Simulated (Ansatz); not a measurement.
# CO (carbon monoxide): wB97X/STO-3G

What is the electronic atomisation energy of CO (carbon monoxide) at wB97X/STO-3G? 

The results are computed with Ansatz 0.2.0.

38 further runs of the same task are left out: 10 that didn't finish, 28 set aside as unsound or not needed.

### 1 The structure to begin with

The species is CO (2 atoms), meant as a singlet with charge 0. SMILES: `[C-]#[O+]`. Geometry: relaxed at PBE0-D4/def2-TZVP.

Bond lengths: C1–O2 1.123 Å.

### 2 A single-point energy at wB97X/STO-3G

File run.yaml:

```yaml
crystal:
  periodic: [false, false, false]
  atoms:
    - {symbol: C, position_ang: [0.479900, -0.155100, 0.247200]}
    - {symbol: O, position_ang: [-0.479900, 0.155100, -0.247200]}
basis:
  gaussian:
    orbitals: STO-3G
hamiltonian:
  xc: {name: wB97X}
accuracy: high
```

Run with:

```sh
ansatz run run.yaml --threads 1 --pin off --max-ram 2610MiB --events-out events.jsonl --progress --plain --runs-dir runs
```

The program printed:

```text
Warning: RAYON_NUM_THREADS=1 ignored (pool sized by the plan → 1); use --threads N
Functional definition: wB97X
  name "wB97X"
  parameter omega = 0.3/bohr
  parameter cx = 0.157706
  parameter cx1 = 0.726479
  parameter cx2 = 1.04760
  parameter cx3 = -5.70635
  parameter cx4 = 13.2794
  parameter css1 = -4.33879
  parameter css2 = 18.2308
  parameter css3 = -31.7430
  parameter css4 = 17.2901
  parameter cos1 = 2.37031
  parameter cos2 = -11.3995
  parameter cos3 = 6.58405
  parameter cos4 = -3.78132
  exchange = spin_sum(e_x_unif_sr(omega)*poly(b97_u_x, 1 - cx, cx1, cx2, cx3, cx4)) + cx*exact_x_sr(omega)
      + exact_x_lr(omega)
  correlation = spin_sum(e_c_pw_same_spin*poly(b97_u_same, 1, css1, css2, css3, css4))
      + integral(e_c_pw_opposite_spin*poly(b97_u_opposite, 1, cos1, cos2, cos3, cos4))
149 factors; integrals over basis functions are off by at most 8.6e-9 eV
84 factors; integrals over basis functions are off by at most 8.8e-10 eV
mean field evaluation 1: about -3040.6815 eV, gradient 1.1e1 eV
mean field evaluation 2: about -3040.5558 eV, gradient 1.6e1 eV
mean field evaluation 4: about -3041.0655 eV, gradient 9.5e-2 eV
mean field evaluation 8: about -3041.0352 eV, gradient 1.0e-3 eV
mean field -3041.03520397 eV, -111.7559824583 hartree, gradient 7.1e-9 eV, S^2 0.000000; 0 other end points of the search recorded, 0 dependent functions left out
reference -3041.03520327 eV, -111.7559824324 hartree; 7, 7 occupied and 3, 3 virtual orbitals, 149 factors
Total energy: -3041.03520327 eV, -111.7559824324 hartree
```

It took 1.1 s on 1 thread of Intel Xeon Platinum 8375C at 2.90GHz (Ice Lake), shared host; peak memory 0.15 GiB.

### 3 The C atom, same level

File job.yaml:

```yaml
crystal:
  periodic: [false, false, false]
  atoms:
    - {symbol: C, position_ang: [0.000000, 0.000000, 0.000000]}
basis:
  gaussian:
    orbitals: STO-3G
magnetization:
  spin_polarized: true
  initial_magnetization: 2
hamiltonian:
  xc: {name: wB97X}
accuracy: high
```

Run the same way, it converges to -37.34788 Eh (log not shown).

### 4 The O atom at the same level

File run.yaml:

```yaml
crystal:
  periodic: [false, false, false]
  atoms:
    - symbol: O
      position_ang: [0.000000, 0.000000, 0.000000]
basis:
  gaussian:
    orbitals: STO-3G
magnetization:
  spin_polarized: true
  initial_magnetization: 2
hamiltonian:
  xc: {name: wB97X}
accuracy: high
```

Run with:

```sh
ansatz run run.yaml --threads 1 --pin off --max-ram 2610MiB --events-out events.jsonl --progress --plain --runs-dir runs
```

The program printed (excerpt; [...] marks lines left out):

```text
Warning: RAYON_NUM_THREADS=1 ignored (pool sized by the plan → 1); use --threads N
[... 2 set-up lines as earlier in the session ...]
[...]
      + exact_x_lr(omega)
[...]
      + integral(e_c_pw_opposite_spin*poly(b97_u_opposite, 1, cos1, cos2, cos3, cos4))
15 factors; integrals over basis functions are off by at most 1.1e-9 eV
15 factors; integrals over basis functions are off by at most 4.2e-10 eV
[...]
mean field -2014.62968044 eV, -74.0362751911 hartree, gradient 0.0e0 eV, S^2 2.000000; 0 other end points of the search recorded, 0 dependent functions left out
reference -2014.62968021 eV, -74.0362751826 hartree; 5, 3 occupied and 0, 2 virtual orbitals, 15 factors
Total energy: -2014.62968021 eV, -74.0362751826 hartree
```

It took 0.6 s on 1 thread of Intel Xeon Platinum 8375C at 2.90GHz (Ice Lake), shared host; peak memory 0.15 GiB.

### 5 What came out

Level: wB97X/STO-3G.

| quantity | value |
| --- | --- |
| molecule: total energy | -111.75598 Eh |
| C atom: total energy | -37.34788 Eh |
| C atom: ⟨S²⟩ | 2.000 |
| O atom: total energy | -74.03628 Eh |
| O atom: ⟨S²⟩ | 2.000 |
| electronic atomisation energy | 10.118 eV |

**Reading.** Taking the molecule apart into free atoms costs 10.12 eV (233 kcal/mol), before zero-point energy and without spin-orbit coupling. In a minimal basis such a difference can be off by several eV, whatever the method.
